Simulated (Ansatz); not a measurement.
# C₄H₁₁F₃Si₂: one species, many methods

One table from this session's results is given with a row withheld; the runs are named, their logs left out.

Program: Ansatz 0.2.0, Gaussian basis. Level of theory: functionals in def2-TZVPP, the program's frozen cores in correlated methods. These are calculated values, not measurements.

Levels to be run: LDA (SPW92), PBE-D4, revPBE-D4, BLYP-D4, r2SCAN-D4, B97M-V, PBE0-D4, B3LYP-D4, r2SCANh-D4, r2SCAN0-D4, HSE06-D4, BHLYP-D4, CAM-B3LYP-D4, LC-ωPBE, ωB97X-V, ωB97M-V, B2PLYP, PBE-QIDH; CCSD(T)/def2-SVP; CCSD(T)/def2-TZVPP; MP2/def2-QZVPP; extrapolation to the limit; RPA on PBE.

**The relaxed structure**

The geometry comes from an earlier relaxation with PBE0-D4 in a triple-zeta def2 set; it is a stationary point, not always the lowest conformer.

SMILES `C[Si](C)(F)CC[SiH](F)F`, 20 atoms, charge 0, spin multiplicity 1.

Atoms are counted from 1 here; the program's logs count them from 0.

Bond lengths: C1–Si2 1.858 Å, C1–H10 1.093 Å, C1–H11 1.094 Å, C1–H12 1.092 Å, Si2–C3 1.859 Å, Si2–F4 1.615 Å, Si2–C5 1.873 Å, C3–H13 1.093 Å, C3–H14 1.093 Å, C3–H15 1.093 Å, C5–C6 1.536 Å, C5–H16 1.097 Å, C5–H17 1.097 Å, C6–Si7 1.855 Å, C6–H18 1.097 Å, C6–H19 1.097 Å, Si7–F8 1.592 Å, Si7–F9 1.593 Å and more. Angles: Si2–C1–H10 110.8°, Si2–C1–H11 111.0°, Si2–C1–H12 110.9°, H10–C1–H11 107.9°, H10–C1–H12 107.8°, H11–C1–H12 108.4°, C1–Si2–C3 112.5°, C1–Si2–F4 107.5°, C1–Si2–C5 112.5°, C3–Si2–F4 107.6°, C3–Si2–C5 110.6°, F4–Si2–C5 105.7°, Si2–C3–H13 110.9°, Si2–C3–H14 111.2°, Si2–C3–H15 110.7°, H13–C3–H14 108.0°, H13–C3–H15 107.8°, H14–C3–H15 108.0° and more.

The first run:

Input file in.yaml:

```yaml
crystal:
  periodic: [false, false, false]
  atoms:
    - {symbol: C, position_ang: [-1.538933, 0.253432, 1.384520]}
    - {symbol: Si, position_ang: [-0.970692, 0.013233, -0.367561]}
    - {symbol: C, position_ang: [-2.170358, 0.705304, -1.606980]}
    - {symbol: F, position_ang: [-0.859771, -1.576449, -0.629527]}
    - {symbol: C, position_ang: [0.747776, 0.696769, -0.662609]}
    - {symbol: C, position_ang: [1.832181, 0.321298, 0.357839]}
    - {symbol: Si, position_ang: [2.182184, -1.485927, 0.588158]}
    - {symbol: F, position_ang: [1.143882, -2.124096, 1.611949]}
    - {symbol: F, position_ang: [3.613998, -1.629332, 1.272429]}
    - {symbol: H, position_ang: [-2.548645, -0.141022, 1.522560]}
    - {symbol: H, position_ang: [-1.554240, 1.314449, 1.649435]}
    - {symbol: H, position_ang: [-0.879012, -0.266022, 2.083134]}
    - {symbol: H, position_ang: [-2.303699, 1.780993, -1.463364]}
    - {symbol: H, position_ang: [-1.820940, 0.541814, -2.629366]}
    - {symbol: H, position_ang: [-3.149223, 0.230198, -1.505197]}
    - {symbol: H, position_ang: [0.665182, 1.788581, -0.726356]}
    - {symbol: H, position_ang: [1.044963, 0.369657, -1.666478]}
    - {symbol: H, position_ang: [1.587932, 0.721969, 1.348920]}
    - {symbol: H, position_ang: [2.788464, 0.783100, 0.083181]}
    - {symbol: H, position_ang: [2.188949, -2.297939, -0.644697]}
basis:
  gaussian: {orbitals: def2-TZVPP}
hamiltonian: {xc: lda}
output: {orbitals: {seedname: orbitals}}
```

Steps of the session up to this table: LDA; PBE-D4 (GGA); revPBE-D4 (GGA); BLYP-D4 (GGA); r2SCAN-D4 (meta-GGA); B97M-V (meta-GGA); PBE0-D4 (hybrid); B3LYP-D4 (hybrid); r2SCANh-D4 (hybrid); r2SCAN0-D4 (hybrid); HSE06-D4 (hybrid); BHLYP-D4 (hybrid); CAM-B3LYP-D4 (range-separated); LC-ωPBE (range-separated); ωB97X-V (range-separated); ωB97M-V (range-separated); B2PLYP (double hybrid); PBE-QIDH (double hybrid).

One of the session's tables, all rows but one given; the rest of the session is left out.

It belongs to the step «Orbital energies across the functionals». 

| functional | HOMO (eV) | LUMO (eV) | gap (eV) |
| --- | --- | --- | --- |
| LDA (SPW92) | -7.06 | -0.45 | 6.61 |
| PBE-D4 | -6.95 | -0.20 | 6.75 |
| revPBE-D4 | -6.90 | -0.09 | 6.81 |
| BLYP-D4 | ? | ? | ? |
| r2SCAN-D4 | -7.24 | 0.30 | 7.54 |
| B97M-V | -7.34 | -0.09 | 7.25 |
| PBE0-D4 | -8.30 | 0.60 | 8.90 |
| B3LYP-D4 | -8.11 | 0.30 | 8.41 |
| r2SCANh-D4 | -7.74 | 0.59 | 8.33 |
| r2SCAN0-D4 | -8.49 | 0.98 | 9.47 |
| HSE06-D4 | -7.90 | 0.23 | 8.13 |
| BHLYP-D4 | -9.60 | 1.22 | 10.82 |
| CAM-B3LYP-D4 | -9.71 | 1.39 | 11.09 |
| LC-ωPBE | -11.01 | 2.68 | 13.69 |
| ωB97X-V | -10.68 | 2.44 | 13.13 |
| ωB97M-V | -10.53 | 2.03 | 12.56 |

**Question.** Estimate the row for BLYP-D4.

Worked estimate for «HOMO (eV)». Against the share of exact exchange, B3LYP-D4 (0.2, -8.11), BHLYP-D4 (0.5, -9.60) give a slope of -4.97 per unit share; at 0 the line stands at -7.12.

**Answer.** HOMO (eV): -6.87; LUMO (eV): -0.16; gap (eV): 6.71. In «HOMO (eV)» the line misses by -0.25.
